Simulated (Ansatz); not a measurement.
**CH₃ClInO radical: one species, many methods**

The task here is to estimate one member of a computed series from the others.

Computed with Ansatz 0.2.0, Gaussian basis. Level: functionals in def2-TZVPP, the program's frozen cores in correlated methods.

Levels to be run: LDA (SPW92), PBE-D4, revPBE-D4, BLYP-D4, r2SCAN-D4, B97M-V, PBE0-D4, B3LYP-D4, r2SCANh-D4, r2SCAN0-D4, HSE06-D4, BHLYP-D4, CAM-B3LYP-D4, LC-ωPBE, ωB97X-V, ωB97M-V, B2PLYP, PBE-QIDH; CCSD(T)/def2-SVP; CCSD(T)/def2-TZVPP; MP2/def2-QZVPP; extrapolation to the limit; RPA on PBE.

1 further run of the same task is left out (for a known fault of the program).

### The geometry

All runs share one geometry, relaxed beforehand with PBE0-D4 in a triple-zeta def2 set. In takes the def2 core potential; no spin-orbit term is included.

SMILES `C[O][In][Cl]`, 7 atoms, charge 0, spin multiplicity 2.

Atoms are counted from 1 here; the program's logs count them from 0.

Bond lengths: C1–O2 1.400 Å, C1–H5 1.096 Å, C1–H6 1.097 Å, C1–H7 1.097 Å, O2–In3 2.013 Å, In3–Cl4 2.359 Å. Angles: O2–C1–H5 107.5°, O2–C1–H6 112.9°, O2–C1–H7 112.9°, H5–C1–H6 107.5°, H5–C1–H7 107.5°, H6–C1–H7 108.3°, C1–O2–In3 126.3°, O2–In3–Cl4 113.7°.

The first run:

in.yaml reads:

```yaml
crystal:
  periodic: [false, false, false]
  atoms:
    - {symbol: C, position_ang: [0.091302, 1.144393, 0.187160]}
    - {symbol: O, position_ang: [-0.344456, -0.082417, -0.327069]}
    - {symbol: In, position_ang: [0.367579, -1.900771, 0.162841]}
    - {symbol: Cl, position_ang: [-0.700300, -3.673166, -0.970944]}
    - {symbol: H, position_ang: [-0.501133, 1.932361, -0.292196]}
    - {symbol: H, position_ang: [-0.060247, 1.231294, 1.270344]}
    - {symbol: H, position_ang: [1.147257, 1.348317, -0.030134]}
basis:
  gaussian: {orbitals: def2-TZVPP}
magnetization: {spin_polarized: true, initial_magnetization: 1}
hamiltonian: {xc: lda}
output: {orbitals: {seedname: orbitals}}
```

On the command line:

```sh
> ansatz run in.yaml --threads 4 --pin off --events-out ev --progress --plain --max-ram 10444MiB
```

Among the steps run: LDA; PBE-D4 (GGA); revPBE-D4 (GGA); BLYP-D4 (GGA); r2SCAN-D4 (meta-GGA); B97M-V (meta-GGA); PBE0-D4 (hybrid); B3LYP-D4 (hybrid); r2SCANh-D4 (hybrid); r2SCAN0-D4 (hybrid); HSE06-D4 (hybrid); BHLYP-D4 (hybrid); CAM-B3LYP-D4 (range-separated); LC-ωPBE (range-separated); ωB97X-V (range-separated); ωB97M-V (range-separated); B2PLYP (double hybrid); PBE-QIDH (double hybrid).

One table of the session follows, with a row left open; its other results are not shown here.

It belongs to the step «Orbital energies across the functionals». 

| functional | HOMO (eV) | LUMO (eV) | gap (eV) |
| --- | --- | --- | --- |
| LDA (SPW92) | -5.74 | -5.13 | 0.61 |
| PBE-D4 | -5.59 | -4.79 | 0.80 |
| revPBE-D4 | ? | ? | ? |
| BLYP-D4 | -5.45 | -4.77 | 0.68 |
| r2SCAN-D4 | -5.97 | -4.58 | 1.39 |
| B97M-V | -5.69 | -4.87 | 0.82 |
| PBE0-D4 | -6.72 | -3.99 | 2.72 |
| B3LYP-D4 | -6.50 | -4.34 | 2.16 |
| r2SCANh-D4 | -6.40 | -4.28 | 2.11 |
| r2SCAN0-D4 | -7.02 | -3.83 | 3.19 |
| HSE06-D4 | -6.32 | -4.36 | 1.96 |
| BHLYP-D4 | -7.68 | -3.27 | 4.41 |
| CAM-B3LYP-D4 | -7.96 | -3.18 | 4.78 |
| LC-ωPBE | -9.21 | -1.83 | 7.38 |
| ωB97X-V | -8.80 | -2.18 | 6.62 |
| ωB97M-V | -8.77 | -2.36 | 6.41 |

**Question.** Estimate the row for revPBE-D4.

As computed: HOMO (eV): -5.53; LUMO (eV): -4.66; gap (eV): 0.87. In the column «HOMO (eV)» it lies between PBE-D4 (-5.59) and BLYP-D4 (-5.45).
